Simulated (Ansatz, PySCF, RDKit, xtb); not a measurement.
# C4H8GeSe: ranking a sample of isomers, part 2 of 2

A sample of isomers of C4H8GeSe is drawn. Aim: find which of them has the lowest free energy at 298.15 K, then its properties. The sample is small against all isomers, and the most stable one of this formula need not be in it.

xtb, Ansatz and PySCF; isolated molecules. The steps go on from the part before.

### Step 12. Putting it together

Energies in kcal/mol from c174a; G adds the thermal terms to the CCSD(T)/def2-SVP + MP2/def2-TZVPP - MP2/def2-SVP energy. The columns left of the relaxed level are at the tight-binding geometries.

```
label                     SMILES     spin  GFN2-xTB  HF/STO-3G  r2SCAN-D4/def2-SVP  PBE-D3(BJ)/def2-SVP  HF/def2-SVP  MP2/def2-SVP  CCSD(T)/def2-SVP + MP2/def2-TZVPP - MP2/def2-SVP    G  share at equilibrium     T1
c174a      C1=C[Se][GeH2][CH2]C1  singlet       0.0        0.0                 0.0                  0.0          0.0           0.0                                               0.0  0.0                89.5 %  0.010
c682a       C1=[CH][GeH2][Se]CC1  singlet       2.3        1.7                 2.6                  1.9         -1.2           1.6                                               1.3  1.3                10.5 %  0.010
c450a  C[C]1=C[CH2][Ge@@H]1[SeH]  singlet      18.6       29.1                14.5                 10.7          9.1          10.7                                              10.8  7.5               < 0.1 %  0.010
```

Lowest found: c174a, `C1=C[Se][GeH2][CH2]C1`, a singlet. Bond lengths: C1–C2 1.351 Å, C1–C4 1.506 Å, C3–C4 1.546 Å, C3–Ge5 1.981 Å, C2–Se6 1.922 Å, Ge5–Se6 2.392 Å, C1–H7 1.104 Å, C2–H8 1.102 Å, Ge5–H9 1.554 Å, Ge5–H10 1.555 Å, C3–H11 1.109 Å, C3–H12 1.110 Å, C4–H13 1.109 Å, C4–H14 1.115 Å. Some angles: C1–C2–Se6 124.7°, C2–C1–C4 124.6°, C1–C4–C3 113.6°, C4–C3–Ge5 111.9°, C3–Ge5–Se6 105.1°, C2–Se6–Ge5 94.4°, C1–C2–H8 121.5°, Se6–C2–H8 113.8°, C2–C1–H7 117.3°, C4–C1–H7 118.1°.

```xyz
14

C     0.4836   -1.2472   -1.2096
C    -0.2573   -1.8655   -0.2644
C     0.5179    1.2362   -0.6181
C     0.2510    0.1596   -1.6944
Ge   -0.6992    1.0468    0.9334
Se   -1.7591   -1.0769    0.6396
H     1.3323   -1.8101   -1.6365
H    -0.0437   -2.8998    0.0488
H    -1.8277    2.1148    0.9581
H     0.0713    1.0794    2.2831
H     1.5595    1.1671   -0.2441
H     0.3791    2.2537   -1.0385
H     0.8835    0.3613   -2.5830
H    -0.8092    0.2493   -2.0273
```

### Step 13. Density, orbitals and dipole (PBE0/def2-SVPD)

Contents of input.yaml:

```yaml
crystal:
  periodic: [false, false, false]
  atoms:
    - {symbol: C, position_ang: [0.483617, -1.247231, -1.209588]}
    - {symbol: C, position_ang: [-0.257346, -1.865516, -0.264442]}
    - {symbol: C, position_ang: [0.517884, 1.236200, -0.618106]}
    - {symbol: C, position_ang: [0.250974, 0.159618, -1.694415]}
    - {symbol: Ge, position_ang: [-0.699216, 1.046804, 0.933380]}
    - {symbol: Se, position_ang: [-1.759089, -1.076948, 0.639575]}
    - {symbol: H, position_ang: [1.332253, -1.810149, -1.636533]}
    - {symbol: H, position_ang: [-0.043663, -2.899784, 0.048849]}
    - {symbol: H, position_ang: [-1.827728, 2.114756, 0.958133]}
    - {symbol: H, position_ang: [0.071345, 1.079433, 2.283127]}
    - {symbol: H, position_ang: [1.559504, 1.167088, -0.244063]}
    - {symbol: H, position_ang: [0.379138, 2.253725, -1.038529]}
    - {symbol: H, position_ang: [0.883522, 0.361310, -2.582983]}
    - {symbol: H, position_ang: [-0.809165, 0.249303, -2.027315]}
basis:
  gaussian: {orbitals: def2-SVPD}
hamiltonian: {xc: pbe0}
output: {forces: true, orbitals: {seedname: orbitals}}
```

Started as:

```console
$ ansatz run input.yaml --threads 4 --pin off --max-ram 7830MiB --events-out events.jsonl --progress --plain --runs-dir runs
```

The log of the run, cut to the lines that bear on the results:

```text
Warning: RAYON_NUM_THREADS=4 ignored (pool sized by the plan → 4); use --threads N
Functional definition: PBE0
  name "PBE0"
[...]
2198 factors; integrals over basis functions are off by at most 1.3e-3 eV
[...]
mean field -126108.66596271 eV, -4634.4079946056 hartree, gradient 2.9e-5 eV, S^2 0.000000; 0 other end points of the search recorded, 0 dependent functions left out
[...]
Atom 9 at     0.071345     1.079433     2.283127 Å, force    -0.120052    -0.018771    -0.205120 eV/Å
Atom 10 at     1.559504     1.167088    -0.244063 Å, force    -0.270829     0.015211    -0.124343 eV/Å
Atom 11 at     0.379138     2.253725    -1.038529 Å, force     0.048132    -0.285044     0.084360 eV/Å
Atom 12 at     0.883522     0.361310    -2.582983 Å, force    -0.170330    -0.078647     0.262777 eV/Å
Atom 13 at    -0.809165     0.249303    -2.027315 Å, force     0.319829    -0.042539     0.082522 eV/Å
Dipole moment:     0.338594     0.211546    -0.199748 e Å
```

Run time: 6.9 s. Hardware: 4 threads of Arm Neoverse V2, shared host; peak memory 0.93 GiB.

### Step 14. Electronic excitations (TD-PBE0/def2-SVPD)

An in-house driver calls PySCF's response routines at TD-PBE0/def2-SVPD; it has no typed input.

The log of the run:

```text
coarse grid: 55248 points
cycle   1  E = -4634.3674372172  dE = -1.039e+00  |g| = 4.754e-01  |ddm| = 5.402e+00
cycle   2  E = -4634.3513885566  dE =  1.605e-02  |g| = 5.569e-01  |ddm| = 1.359e+00
cycle   3  E = -4634.4070915285  dE = -5.570e-02  |g| = 5.935e-02  |ddm| = 8.015e-01
cycle   4  E = -4634.4078814500  dE = -7.899e-04  |g| = 2.995e-02  |ddm| = 1.709e-01
cycle   5  E = -4634.4081134014  dE = -2.320e-04  |g| = 1.068e-02  |ddm| = 6.261e-02
cycle   6  E = -4634.4081368955  dE = -2.349e-05  |g| = 3.209e-03  |ddm| = 1.770e-02
cycle   7  E = -4634.4081396136  dE = -2.718e-06  |g| = 5.976e-04  |ddm| = 5.650e-03
final grid: 113920 points
cycle   8  E = -4634.4080464686  dE = -9.464e-09  |g| = 8.438e-04  |ddm| = 8.859e-03
cycle   9  E = -4634.4080461722  dE =  2.964e-07  |g| = 1.362e-03  |ddm| = 3.774e-03
cycle  10  E = -4634.4080466359  dE = -4.637e-07  |g| = 1.368e-04  |ddm| = 2.220e-03
cycle  11  E = -4634.4080466405  dE = -4.611e-09  |g| = 1.949e-05  |ddm| = 2.310e-04
cycle  12  E = -4634.4080466406  dE = -1.000e-10  |g| = 6.535e-06  |ddm| = 6.088e-05
converged SCF energy = -4634.4080466406

Static polarisability (au): isotropic 105.555, principal 84.525 113.241 118.898

Singlet excitations
state   eV       nm        f      main configurations
  1   4.5294    273.7   0.03274   H->L 0.88
  2   5.1228    242.0   0.01720   H->L+2 0.75, H->L+1 0.15
  3   5.2606    235.7   0.03131   H->L+1 0.72, H->L+2 0.17
  4   5.6727    218.6   0.02236   H->L+3 0.93
  5   6.0653    204.4   0.04202   H-1->L 0.86
  6   6.2796    197.4   0.01246   H->L+4 0.92
  7   6.4138    193.3   0.01416   H->L+5 0.83
  8   6.4728    191.5   0.02479   H->L+6 0.83, H->L+7 0.09

Triplet excitations (Tamm-Dancoff, eV): 3.6292 4.3837 4.7660
```

Run time: 14 s. Hardware: 4 threads of Arm Neoverse V2, shared host; peak memory 1.1 GiB.

The roots found:

```
excited state  energy (eV)  strength
            1        4.529    0.0327
            2        5.123    0.0172
            3        5.261    0.0313
            4        5.673    0.0224
            5        6.065    0.0420
            6        6.280    0.0125
            7        6.414    0.0142
            8        6.473    0.0248
```

### Step 15. NMR shieldings (GIAO PBE0/pcSseg-1)

An in-house driver calls PySCF's response routines at GIAO PBE0/pcSseg-1; it has no typed input.

The log of the run:

```text
coarse grid: 55248 points
cycle   1  E = -4634.4917244692  dE = -1.179e+00  |g| = 1.097e+00  |ddm| = 3.695e+00
cycle   2  E = -4634.4635775617  dE =  2.815e-02  |g| = 9.885e-01  |ddm| = 1.013e+00
cycle   3  E = -4634.5598158245  dE = -9.624e-02  |g| = 1.902e-01  |ddm| = 7.404e-01
cycle   4  E = -4634.5657453373  dE = -5.930e-03  |g| = 5.787e-02  |ddm| = 2.210e-01
cycle   5  E = -4634.5665574256  dE = -8.121e-04  |g| = 2.256e-02  |ddm| = 7.385e-02
cycle   6  E = -4634.5666652329  dE = -1.078e-04  |g| = 3.602e-03  |ddm| = 1.954e-02
cycle   7  E = -4634.5666679795  dE = -2.747e-06  |g| = 1.718e-03  |ddm| = 4.523e-03
final grid: 113920 points
cycle   8  E = -4634.5666003874  dE =  1.092e-06  |g| = 2.705e-03  |ddm| = 4.161e-03
cycle   9  E = -4634.5665967631  dE =  3.624e-06  |g| = 4.599e-03  |ddm| = 6.131e-03
cycle  10  E = -4634.5666021903  dE = -5.427e-06  |g| = 3.896e-04  |ddm| = 3.879e-03
cycle  11  E = -4634.5666022264  dE = -3.615e-08  |g| = 3.262e-05  |ddm| = 3.697e-04
cycle  12  E = -4634.5666022268  dE = -3.583e-10  |g| = 7.134e-06  |ddm| = 5.603e-05
converged SCF energy = -4634.5666022268

GIAO shielding tensors (ppm)
atom      isotropic    diamagn.    paramagn.     s11        s22        s33       span
  0 C       35.908     253.951    -218.044    -90.292     41.933    156.081    246.373
  1 C       45.525     253.452    -207.927    -66.708     57.655    145.627    212.335
  2 C      167.309     249.917     -82.607    145.572    172.167    184.188     38.615
  3 C      156.839     246.120     -89.281    145.755    159.852    164.910     19.155
  4 Ge    1427.044    2754.138   -1327.094   1317.960   1440.300   1522.872    204.912
  5 Se    1897.525    2999.099   -1101.574   1415.051   1930.556   2346.970    931.920
  6 H       24.382      29.319      -4.936     21.542     24.259     27.346      5.804
  7 H       24.586      29.332      -4.746     19.821     24.592     29.346      9.524
  8 H       26.282      27.537      -1.255     19.747     21.035     38.064     18.317
  9 H       26.358      27.473      -1.115     19.201     21.109     38.763     19.562
 10 H       30.140      30.184      -0.044     24.531     27.820     38.068     13.536
 11 H       29.614      29.232       0.382     23.524     27.370     37.949     14.425
 12 H       28.499      28.385       0.115     23.137     26.347     36.015     12.878
 13 H       29.113      29.098       0.014     24.903     26.990     35.445     10.542
```

It took 8.4 s on 4 threads of Arm Neoverse V2, shared host; peak memory 1.5 GiB.

Isotropic shieldings, averaged over atoms that the bond graph makes equivalent (absolute, not shifts; non-relativistic, which misses 10 ppm and more beside bromine and heavier atoms):

```csv
atoms,shielding (ppm)
C1,35.9
C2,45.5
C3,167.3
C4,156.8
Ge5,1427.0
Se6,1897.5
H7,24.38
H8,24.59
"H9, H10",26.32
"H11, H12",29.88
"H13, H14",28.81
```

### Step 16. The cation at the same geometry (PBE0/def2-SVPD)

Contents of input.yaml:

```yaml
crystal:
  periodic: [false, false, false]
  atoms:
    - symbol: C
      position_ang: [0.483617, -1.247231, -1.209588]
    - symbol: C
      position_ang: [-0.257346, -1.865516, -0.264442]
    - symbol: C
      position_ang: [0.517884, 1.236200, -0.618106]
    - symbol: C
      position_ang: [0.250974, 0.159618, -1.694415]
    - symbol: Ge
      position_ang: [-0.699216, 1.046804, 0.933380]
    - symbol: Se
      position_ang: [-1.759089, -1.076948, 0.639575]
    - symbol: H
      position_ang: [1.332253, -1.810149, -1.636533]
    - symbol: H
      position_ang: [-0.043663, -2.899784, 0.048849]
    - symbol: H
      position_ang: [-1.827728, 2.114756, 0.958133]
    - symbol: H
      position_ang: [0.071345, 1.079433, 2.283127]
    - symbol: H
      position_ang: [1.559504, 1.167088, -0.244063]
    - symbol: H
      position_ang: [0.379138, 2.253725, -1.038529]
    - symbol: H
      position_ang: [0.883522, 0.361310, -2.582983]
    - symbol: H
      position_ang: [-0.809165, 0.249303, -2.027315]
basis:
  gaussian:
    orbitals: def2-SVPD
total_charge: 1
magnetization:
  spin_polarized: true
  initial_magnetization: 1
hamiltonian:
  xc: pbe0
```

Started as:

```console
$ ansatz run input.yaml --threads 4 --pin off --max-ram 7830MiB --events-out events.jsonl --progress --plain --runs-dir runs
```

The log of the run, cut to the lines that bear on the results:

```text
Warning: RAYON_NUM_THREADS=4 ignored (pool sized by the plan → 4); use --threads N
[... 2 set-up lines as earlier in the session ...]
[...]
2106 factors; their error is unknown
[...]
mean field -126100.57766157 eV, -4634.1107550212 hartree, gradient 2.2e-5 eV, S^2 0.762637; 2 other end points of the search recorded, 0 dependent functions left out
reference -126100.57771681 eV, -4634.1107570514 hartree; 49, 48 occupied and 174, 175 virtual orbitals, 2106 factors
Total energy: -126100.57771681 eV, -4634.1107570514 hartree
```

It took 12 s on 4 threads of Arm Neoverse V2, shared host; peak memory 1.3 GiB.

Difference from the parent: 8.09 eV.

### Step 17. The anion at the same geometry (PBE0/def2-SVPD)

Contents of input.yaml:

```yaml
crystal:
  periodic: [false, false, false]
  atoms:
    - {symbol: C, position_ang: [0.483617, -1.247231, -1.209588]}
    - {symbol: C, position_ang: [-0.257346, -1.865516, -0.264442]}
    - {symbol: C, position_ang: [0.517884, 1.236200, -0.618106]}
    - {symbol: C, position_ang: [0.250974, 0.159618, -1.694415]}
    - {symbol: Ge, position_ang: [-0.699216, 1.046804, 0.933380]}
    - {symbol: Se, position_ang: [-1.759089, -1.076948, 0.639575]}
    - {symbol: H, position_ang: [1.332253, -1.810149, -1.636533]}
    - {symbol: H, position_ang: [-0.043663, -2.899784, 0.048849]}
    - {symbol: H, position_ang: [-1.827728, 2.114756, 0.958133]}
    - {symbol: H, position_ang: [0.071345, 1.079433, 2.283127]}
    - {symbol: H, position_ang: [1.559504, 1.167088, -0.244063]}
    - {symbol: H, position_ang: [0.379138, 2.253725, -1.038529]}
    - {symbol: H, position_ang: [0.883522, 0.361310, -2.582983]}
    - {symbol: H, position_ang: [-0.809165, 0.249303, -2.027315]}
basis:
  gaussian:
    orbitals: def2-SVPD
total_charge: -1
magnetization:
  spin_polarized: true
  initial_magnetization: 1
hamiltonian:
  xc: pbe0
scf:
  lower_state_search: "off"
```

Started as:

```console
$ ansatz run input.yaml --threads 4 --pin off --max-ram 7830MiB --events-out events.jsonl --progress --plain --runs-dir runs
```

The log of the run, cut to the lines that bear on the results:

```text
Warning: RAYON_NUM_THREADS=4 ignored (pool sized by the plan → 4); use --threads N
[... 2 set-up lines as earlier in the session ...]
[...]
2106 factors; their error is unknown
[...]
mean field -126107.78757102 eV, -4634.3757143066 hartree, gradient 5.5e-6 eV, S^2 0.754233; 0 other end points of the search recorded, 0 dependent functions left out
reference -126107.78762106 eV, -4634.3757161456 hartree; 50, 49 occupied and 173, 174 virtual orbitals, 2106 factors
Total energy: -126107.78762106 eV, -4634.3757161456 hartree
Checks for a lower state left out: stability, starts, cluster_reference, orbital_swaps, neighbouring_geometries, increment
```

It took 9 s on 4 threads of Arm Neoverse V2, shared host; peak memory 1.1 GiB.

Parent less the species with the added electron: -0.88 eV. The extra electron isn't bound at this geometry, so the number measures the basis, not the molecule.

### Step 18. The triplet at the same geometry (PBE0/def2-SVPD)

Contents of input.yaml:

```yaml
basis:
  gaussian: {orbitals: def2-SVPD}
crystal:
  periodic: [false, false, false]
  atoms:
    - symbol: C
      position_ang: [0.483617, -1.247231, -1.209588]
    - symbol: C
      position_ang: [-0.257346, -1.865516, -0.264442]
    - symbol: C
      position_ang: [0.517884, 1.236200, -0.618106]
    - symbol: C
      position_ang: [0.250974, 0.159618, -1.694415]
    - symbol: Ge
      position_ang: [-0.699216, 1.046804, 0.933380]
    - symbol: Se
      position_ang: [-1.759089, -1.076948, 0.639575]
    - symbol: H
      position_ang: [1.332253, -1.810149, -1.636533]
    - symbol: H
      position_ang: [-0.043663, -2.899784, 0.048849]
    - symbol: H
      position_ang: [-1.827728, 2.114756, 0.958133]
    - symbol: H
      position_ang: [0.071345, 1.079433, 2.283127]
    - symbol: H
      position_ang: [1.559504, 1.167088, -0.244063]
    - symbol: H
      position_ang: [0.379138, 2.253725, -1.038529]
    - symbol: H
      position_ang: [0.883522, 0.361310, -2.582983]
    - symbol: H
      position_ang: [-0.809165, 0.249303, -2.027315]
total_charge: 0
magnetization: {spin_polarized: true, initial_magnetization: 2}
hamiltonian: {xc: {name: PBE0}}
```

Started as:

```console
$ ansatz run input.yaml --threads 4 --pin off --max-ram 7830MiB --events-out events.jsonl --progress --plain --runs-dir runs
```

The log of the run, cut to the lines that bear on the results:

```text
Warning: RAYON_NUM_THREADS=4 ignored (pool sized by the plan → 4); use --threads N
[... 2 set-up lines as earlier in the session ...]
[...]
2106 factors; their error is unknown
[...]
mean field -126105.00315467 eV, -4634.2733888929 hartree, gradient 3.5e-5 eV, S^2 2.010134; 0 other end points of the search recorded, 0 dependent functions left out
reference -126105.00320517 eV, -4634.2733907489 hartree; 50, 48 occupied and 173, 175 virtual orbitals, 2106 factors
Total energy: -126105.00320517 eV, -4634.2733907489 hartree
```

Run time: 11 s. Hardware: 4 threads of Arm Neoverse V2, shared host; peak memory 1.3 GiB.

It lies 3.66 eV above the singlet.

### Step 19. Results

The summary covers parts 1 to 2.

| quantity | value |
| --- | --- |
| lowest structure found | C1=C[Se][GeH2][CH2]C1, singlet |
| next finalist | C1=[CH][GeH2][Se]CC1, singlet, 1.3 kcal/mol higher in G |
| share at equilibrium, among the finalists | 89.5 % |
| funnel | 6 starts, 6 minima at GFN2-xTB, 7 screening runs, 3 relaxed, 3 ranked |
| CPU time of all runs | 22 min |
| dipole moment (PBE0/def2-SVPD) | 2.14 D |
| HOMO energy (PBE0/def2-SVPD) | -6.25 eV |
| LUMO energy (PBE0/def2-SVPD) | -0.54 eV |
| HOMO–LUMO gap (PBE0/def2-SVPD) | 5.71 eV |
| lowest excitation (TD-PBE0/def2-SVPD) | 4.53 eV (f = 0.033) |
| strongest of the states computed, same level | 6.07 eV (f = 0.042) |
| lowest triplet excitation, same level, Tamm-Dancoff | 3.63 eV |
| vertical ionisation energy | 8.09 eV |
| vertical electron affinity | -0.88 eV (unbound: the value depends on the basis) |
| vertical triplet less singlet | +3.66 eV |

What this shows: `C1=C[Se][GeH2][CH2]C1` comes out lowest. Its margin of 1.3 kcal/mol is inside the likely error of CCSD(T)/def2-SVP + MP2/def2-TZVPP - MP2/def2-SVP with harmonic terms (about 1.5 kcal/mol), so the order of the first two is not settled. GFN2-xTB, HF/STO-3G, r2SCAN-D4/def2-SVP, PBE-D3(BJ)/def2-SVP and MP2/def2-SVP already put its bonding pattern lowest among the structures in one piece; HF/def2-SVP favours the singlet C1=[CH][GeH2][Se]CC1. The largest share of the time went into the final energies (49 %). The search is not exhaustive (a finite list of starts, one conformer a finalist), so a lower isomer can't be ruled out. Only 5 drawn patterns were tried, so whole families of isomers are missing, and the result ranks this sample alone.
